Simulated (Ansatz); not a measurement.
# CH₄AlF₂N: up Jacob's ladder to CCSD(T)

An exercise on one series of results from a longer session: the logs are not shown, and one member is left open.

Computed with Ansatz 0.2.0, Gaussian basis. Level: functionals in def2-TZVPP, the program's frozen cores in correlated methods.

Plan: LDA (SPW92), PBE-D4, revPBE-D4, BLYP-D4, r2SCAN-D4, B97M-V, PBE0-D4, B3LYP-D4, r2SCANh-D4, r2SCAN0-D4, HSE06-D4, BHLYP-D4, CAM-B3LYP-D4, LC-ωPBE, ωB97X-V, ωB97M-V, B2PLYP, PBE-QIDH; CCSD(T)/def2-SVP; CCSD(T)/def2-TZVPP; CCSD(T)/def2-QZVPP; extrapolation to the limit; RPA on PBE.

## The geometry

An earlier PBE0-D4 in a triple-zeta def2 set relaxation fixed the geometry.

SMILES `C[NH][Al]([F])[F]`, 9 atoms, charge 0, spin multiplicity 1.

Atoms are counted from 1 here; the program's logs count them from 0.

Bond lengths: C1–N2 1.450 Å, C1–H6 1.096 Å, C1–H7 1.096 Å, C1–H8 1.092 Å, N2–Al3 1.747 Å, N2–H9 1.008 Å, Al3–F4 1.641 Å, Al3–F5 1.641 Å. Angles: N2–C1–H6 112.1°, N2–C1–H7 112.1°, N2–C1–H8 110.0°, H6–C1–H7 107.9°, H6–C1–H8 107.3°, H7–C1–H8 107.3°, C1–N2–Al3 127.9°, C1–N2–H9 112.6°, Al3–N2–H9 119.5°, N2–Al3–F4 120.8°, N2–Al3–F5 120.4°, F4–Al3–F5 118.9°.

The first run:

File in.yaml:

```yaml
crystal:
  periodic: [false, false, false]
  atoms:
    - {symbol: C, position_ang: [0.129500, -1.142898, 0.595498]}
    - {symbol: N, position_ang: [-0.389326, 0.190167, 0.356473]}
    - {symbol: Al, position_ang: [0.056558, 1.303741, -0.913634]}
    - {symbol: F, position_ang: [-0.648799, 2.781432, -1.020129]}
    - {symbol: F, position_ang: [1.191931, 0.885801, -2.022778]}
    - {symbol: H, position_ang: [-0.654226, -1.906270, 0.537349]}
    - {symbol: H, position_ang: [0.610671, -1.227740, 1.576121]}
    - {symbol: H, position_ang: [0.880541, -1.391054, -0.156930]}
    - {symbol: H, position_ang: [-1.088350, 0.460521, 1.030930]}
basis:
  gaussian: {orbitals: def2-TZVPP}
hamiltonian: {xc: lda}
output: {orbitals: {seedname: orbitals}}
```

The run is started by

```console
$ ansatz run in.yaml --threads 2 --pin off --events-out ev --progress --plain --max-ram 32768MiB --backend cpu
```

Steps of the session up to this table: LDA; PBE-D4 (GGA); revPBE-D4 (GGA); BLYP-D4 (GGA); r2SCAN-D4 (meta-GGA); B97M-V (meta-GGA); B3LYP-D4 (hybrid); r2SCANh-D4 (hybrid); r2SCAN0-D4 (hybrid); HSE06-D4 (hybrid); BHLYP-D4 (hybrid); CAM-B3LYP-D4 (range-separated); LC-ωPBE (range-separated); ωB97X-V (range-separated); ωB97M-V (range-separated); B2PLYP (double hybrid); PBE-QIDH (double hybrid).

One table of the session follows, with a row left open; its other results are not shown here.

```
  functional  HOMO (eV)  gap (eV)
 LDA (SPW92)      -6.06      4.32
      PBE-D4      -5.90      4.42
   revPBE-D4      -5.83      4.50
     BLYP-D4      -5.79      4.32
   r2SCAN-D4      -6.15      5.17
      B97M-V      -6.23      4.90
     PBE0-D4      -7.27      6.66
    B3LYP-D4      -7.04      6.10
  r2SCANh-D4      -6.67      5.96
  r2SCAN0-D4      -7.45      7.14
    HSE06-D4      -6.86      5.88
    BHLYP-D4      -8.57      8.66
CAM-B3LYP-D4      -8.70      8.93
     LC-ωPBE     -10.08     11.67
     ωB97X-V      -9.71     11.06
     ωB97M-V          ?         ?
```

Q: Estimate the row for ωB97M-V from the others.

The run gave: HOMO (eV): -9.61; gap (eV): 10.60. In the column «HOMO (eV)» it lies between ωB97X-V (-9.71) and CAM-B3LYP-D4 (-8.70).
